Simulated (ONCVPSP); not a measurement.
# Cerium: generating and testing an ONCV potential

Do these settings give a usable potential? It is generated, then checked for transferability, scattering, ghosts and hardness.

Program: ONCVPSP 4.0.1.1 (patched build). Reference atom: LDA (Perdew-Wang 92), scalar-relativistic, spherical and spin-unpolarised. All values are calculated.

### 1 The design

The settings as typed:

| Quantity | Value |
| --- | --- |
| element | cerium (Ce, Z = 58) |
| type | optimised norm-conserving Vanderbilt (ONCV) |
| frozen core | [Kr] 4d10 |
| valence charge | 12 |
| reference configuration | 4f1 5s2 5p6 5d1 6s2 |
| partial waves | 5s+6s: rc 2.20 bohr, ncon 4, nbas 7, qcut 5.3 1/bohr, 2 projectors; 5p: rc 2.16 bohr, ncon 3, nbas 6, qcut 4.4 1/bohr, 2 projectors, debl 3.8 Ha; 5d: rc 2.20 bohr, ncon 4, nbas 7, qcut 3.2 1/bohr, 2 projectors, debl 0.7 Ha; 4f: rc 1.32 bohr, ncon 3, nbas 8, qcut 11.6 1/bohr, 2 projectors, debl 2.2 Ha |
| local potential | polynomial inside 1.28 bohr (lpopt 5, dvloc0 2 Ha) |
| core correction | Teter function, fcfact 3.25, rcfact 1.2 |

The outer shells as boxes (Hund's rule for the drawing; the calculation is spin-unpolarised):

```
[Kr] core
4d [↑↓][↑↓][↑↓][↑↓][↑↓]
4f [↑ ][  ][  ][  ][  ][  ][  ]
5s [↑↓]
5p [↑↓][↑↓][↑↓]
5d [↑ ][  ][  ][  ][  ]
6s [↑↓]
```

The nodes and maxima of the atom's own shells, from an earlier all-electron run, set the scale for the radii.

All-electron outer shells of the reference configuration (LDA (PZ), scalar-relativistic, ld1.x):

| shell | level (eV) | outermost node (bohr) | outermost maximum (bohr) |
| --- | --- | --- | --- |
| 4d | -110.44 | 0.31 | 0.66 |
| 5s | -40.72 | 0.75 | 1.37 |
| 5p | -23.30 | 0.81 | 1.53 |
| 4f | -5.61 | – | 0.71 |
| 6s | -3.89 | 1.81 | 3.68 |
| 5d | -3.18 | 0.92 | 2.18 |
| 6p | -1.41 | 2.15 | 4.90 |

### 2 Generation

File Ce.dat:

```
# ATOM AND REFERENCE CONFIGURATION
# atsym  z   nc   nv     iexc    psfile
  Ce 58.00    9    5  -001012      upf
#
#   n    l    f
    1    0    2.00
    2    0    2.00
    2    1    6.00
    3    0    2.00
    3    1    6.00
    3    2   10.00
    4    0    2.00
    4    1    6.00
    4    2   10.00
    4    3    1.00
    5    0    2.00
    5    1    6.00
    5    2    1.00
    6    0    2.00
#
# PSEUDOPOTENTIAL AND OPTIMIZATION
# lmax
    3
#
#   l,   rc,      ep,       ncon, nbas, qcut
    0    2.20    0.00    4    7    5.30
    1    2.16    0.00    3    6    4.40
    2    2.20    0.00    4    7    3.20
    3    1.32    0.00    3    8   11.60
#
# LOCAL POTENTIAL
# lloc, lpopt,  rc(5),   dvloc0
    4    5    1.28    2.00
#
# VANDERBILT-KLEINMAN-BYLANDER PROJECTORs
# l, nproj, debl
    0    2    3.30
    1    2    3.80
    2    2    0.70
    3    2    2.20
#
# MODEL CORE CHARGE
# icmod, fcfact, rcfact
    3    3.25    1.20
#
# LOG DERIVATIVE ANALYSIS
# epsh1, epsh2, depsh
   -3.00    5.00    0.02
#
# OUTPUT GRID
# rlmax, drl
    6.00    0.01
#
# TEST CONFIGURATIONS
# ncnf
    4
# nvcnf
#   n    l    f
    5
    4    3    1.00
    5    0    2.00
    5    1    6.00
    5    2    1.00
    6    0    1.00
#
    5
    4    3    1.00
    5    0    2.00
    5    1    6.00
    5    2    1.00
    6    0    0.00
#
    5
    4    3    1.00
    5    0    2.00
    5    1    6.00
    5    2    0.00
    6    0    0.00
#
    5
    4    3    0.00
    5    0    2.00
    5    1    6.00
    5    2    1.00
    6    0    2.00
#
```

Command:

```sh
$ oncvpsp.x < Ce.dat > Ce.out
```

Q: Predict the outcome of this session. Wanted: cutoffs for 1 and 0.1 mHa per electron, occupied waves; bound ghosts; GHOST(+) flags; largest test error; largest phase difference near zero energy, channels read; rms error of d²Exc/dn², without and with the model core.

**Answer**, as computed:

```
                                                quantity                              value
  cutoffs for 1 and 0.1 mHa per electron, occupied waves                    59 Ha and 66 Ha
                                            bound ghosts                     s at -14.31 eV
                                          GHOST(+) flags                        p at 139 eV
                            largest test error (AE − PS)  +264 meV, for 4f0 5s2 5p6 5d1 6s2
largest phase difference near zero energy, channels read                          0.002 rad
 rms error of d²Exc/dn², without and with the model core                 13.70 and 7.21 mHa
```

**Reading.** A bound ghost (s) makes it unfit for use: electrons can fall into a state that the atom doesn't have. By total energies transferability is poor: the largest error is 264 meV on 12.7 eV, for 4f0 5s2 5p6 5d1 6s2. The potential is hard: the looser tolerance needs 59 Ha. At the looser tolerance the 4f wave is the slowest; 5s needs 11 Ha. Near zero energy the phases of the channels with partial waves agree within 0.002 rad. The pseudo curves have a pole with no partner nearby in the atom's: s at -0.52 Ha. The program also flags highly localised states, GHOST(+) (p). These are tests on the free atom; a crystal test is still owed.
